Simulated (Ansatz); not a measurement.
# Ga9N10 wurtzite ring sphere (Ga₉N₁₀H₂₆+): geometry, orbitals and charge

What does Ga9N10 wurtzite ring sphere (Ga₉N₁₀H₂₆+) look like as a singlet, and where do its frontier electrons sit?

Computed with Ansatz 0.2.0, Gaussian basis. Level: RKS PBE0-D4/def2-TZVP.

The runs, in order: relaxation at r2SCAN-D4/def2-SVP; a single point at PBE0-D4/def2-TZVP.

### Step 1. Starting geometry

45 atoms, charge 1, spin multiplicity 1.

Atoms are counted from 1 here; the program's logs count them from 0.

Bond lengths: N1–Ga2 2.108 Å, N1–Ga5 1.948 Å, N1–H20 1.026 Å, N1–H21 1.025 Å, Ga2–N7 1.999 Å, Ga2–H22 1.546 Å, Ga2–H23 1.552 Å, N3–Ga4 2.050 Å, N3–Ga5 1.985 Å, N3–H24 1.025 Å, N3–H25 1.027 Å, Ga4–N9 2.050 Å, Ga4–H26 1.554 Å, Ga4–H27 1.538 Å, Ga5–N6 1.925 Å, Ga5–N14 1.906 Å, N6–Ga8 2.041 Å, N6–Ga10 1.925 Å and more. Angles: Ga2–N1–Ga5 110.7°, Ga2–N1–H20 107.3°, Ga2–N1–H21 106.3°, Ga5–N1–H20 113.2°, Ga5–N1–H21 113.4°, H20–N1–H21 105.4°, N1–Ga2–N7 104.0°, N1–Ga2–H22 103.3°, N1–Ga2–H23 103.0°, N7–Ga2–H22 108.5°, N7–Ga2–H23 107.6°, H22–Ga2–H23 127.9°, Ga4–N3–Ga5 113.9°, Ga4–N3–H24 108.3°, Ga4–N3–H25 106.5°, Ga5–N3–H24 112.5°, Ga5–N3–H25 110.4°, H24–N3–H25 104.8° and more.

The ion is computed in the gas phase, without counter-ions or solvent.

The start is a GFN2-xTB geometry.

### Step 2. Relaxation at r2SCAN-D4/def2-SVP

File in.yaml:

```yaml
crystal:
  periodic: [false, false, false]
  atoms:
    - {symbol: N, position_ang: [0.483540, -3.332570, -0.313080]}
    - {symbol: Ga, position_ang: [0.518050, -3.404180, 1.793540]}
    - {symbol: N, position_ang: [0.507600, -1.498840, -2.924250]}
    - {symbol: Ga, position_ang: [-1.203490, -0.695990, -3.718580]}
    - {symbol: Ga, position_ang: [0.554040, -1.489420, -0.939760]}
    - {symbol: N, position_ang: [-1.015470, -0.585990, -0.285980]}
    - {symbol: N, position_ang: [0.548100, -1.482530, 2.343030]}
    - {symbol: Ga, position_ang: [-1.110260, -0.639680, 1.751970]}
    - {symbol: N, position_ang: [-1.047830, 1.188410, -2.925770]}
    - {symbol: Ga, position_ang: [-1.012450, 1.224230, -0.941240]}
    - {symbol: N, position_ang: [-2.641440, 2.089560, -0.312270]}
    - {symbol: N, position_ang: [-1.008890, 1.217360, 2.342230]}
    - {symbol: Ga, position_ang: [-2.687650, 2.153350, 1.793930]}
    - {symbol: N, position_ang: [2.117660, -0.618250, -0.283830]}
    - {symbol: Ga, position_ang: [2.212610, -0.706880, 1.706170]}
    - {symbol: Ga, position_ang: [2.213180, 1.275170, -0.953780]}
    - {symbol: N, position_ang: [0.525930, 2.140370, -0.285870]}
    - {symbol: N, position_ang: [2.110730, 1.217510, 2.320410]}
    - {symbol: Ga, position_ang: [0.496510, 2.269150, 1.704470]}
    - {symbol: H, position_ang: [-0.357550, -3.832230, -0.622070]}
    - {symbol: H, position_ang: [1.273120, -3.902680, -0.633740]}
    - {symbol: H, position_ang: [-0.865060, -3.995520, 2.151290]}
    - {symbol: H, position_ang: [1.917660, -4.001560, 2.098400]}
    - {symbol: H, position_ang: [0.632470, -2.438070, -3.314110]}
    - {symbol: H, position_ang: [1.289860, -0.951600, -3.303810]}
    - {symbol: H, position_ang: [-2.428370, -1.405110, -3.077170]}
    - {symbol: H, position_ang: [-0.942260, -0.545210, -5.226500]}
    - {symbol: H, position_ang: [-1.857360, -1.072050, -0.621710]}
    - {symbol: H, position_ang: [0.568800, -1.488180, 3.371240]}
    - {symbol: H, position_ang: [-2.413770, -1.391290, 2.063520]}
    - {symbol: H, position_ang: [-1.801290, 1.764190, -3.313680]}
    - {symbol: H, position_ang: [-0.185020, 1.595480, -3.307460]}
    - {symbol: H, position_ang: [-3.496480, 1.614810, -0.622350]}
    - {symbol: H, position_ang: [-2.736260, 3.059260, -0.631770]}
    - {symbol: H, position_ang: [-1.002510, 1.240240, 3.370440]}
    - {symbol: H, position_ang: [-3.892340, 1.251880, 2.150560]}
    - {symbol: H, position_ang: [-2.503590, 3.663590, 2.100800]}
    - {symbol: H, position_ang: [2.967550, -1.082100, -0.629830]}
    - {symbol: H, position_ang: [3.512550, -1.383990, 2.144900]}
    - {symbol: H, position_ang: [2.074970, 1.192400, -2.527270]}
    - {symbol: H, position_ang: [3.428280, 1.976690, -0.296890]}
    - {symbol: H, position_ang: [0.549200, 3.108230, -0.632500]}
    - {symbol: H, position_ang: [2.201380, 1.270650, 3.342810]}
    - {symbol: H, position_ang: [2.943420, 1.697440, 1.954860]}
    - {symbol: H, position_ang: [0.562130, 3.733940, 2.140700]}
basis:
  gaussian: {orbitals: def2-SVP, fitting: {mean_field: def2-universal-jkfit}}
total_charge: 1
hamiltonian: {xc: r2scan, dispersion: d4}
scf: {lower_state_search: "off"}
output: {orbitals: {seedname: orbitals}}
relax: {f_tol: 0.03, max_steps: 70}
```

Started as:

```bash
> ansatz run in.yaml --threads 5 --pin off --events-out ev --progress --plain --max-ram 66560MiB --backend cuda --devices 0, --max-vram 37GiB
```

The runs that follow: Single point, PBE0-D4/def2-TZVP.

Q: Predict the results of all the runs planned. Wanted: point group; commonest bond, hydrogen aside; HOMO, LUMO at PBE0-D4/def2-TZVP.

**Answer**, as computed:

| quantity | value |
| --- | --- |
| point group | Cs |
| commonest bond, hydrogen aside | Ga–N, 25 of mean length 1.982 Å |
| HOMO, LUMO at PBE0-D4/def2-TZVP | -10.52, -3.67 eV |

In words: The molecule keeps its bonding pattern by the stored test; the atoms moved 0.08 Å (rms). No usable vibrations, so a minimum isn't proven. The HOMO lies nearest to H23, H37 about 22 % each; N7, N12 about 9 % each and the LUMO to H24, H31 about 8 % each. Whether this spin is the lowest isn't tested here. The point group is read from a loosely relaxed geometry; soft torsions can leave it below the true symmetry.
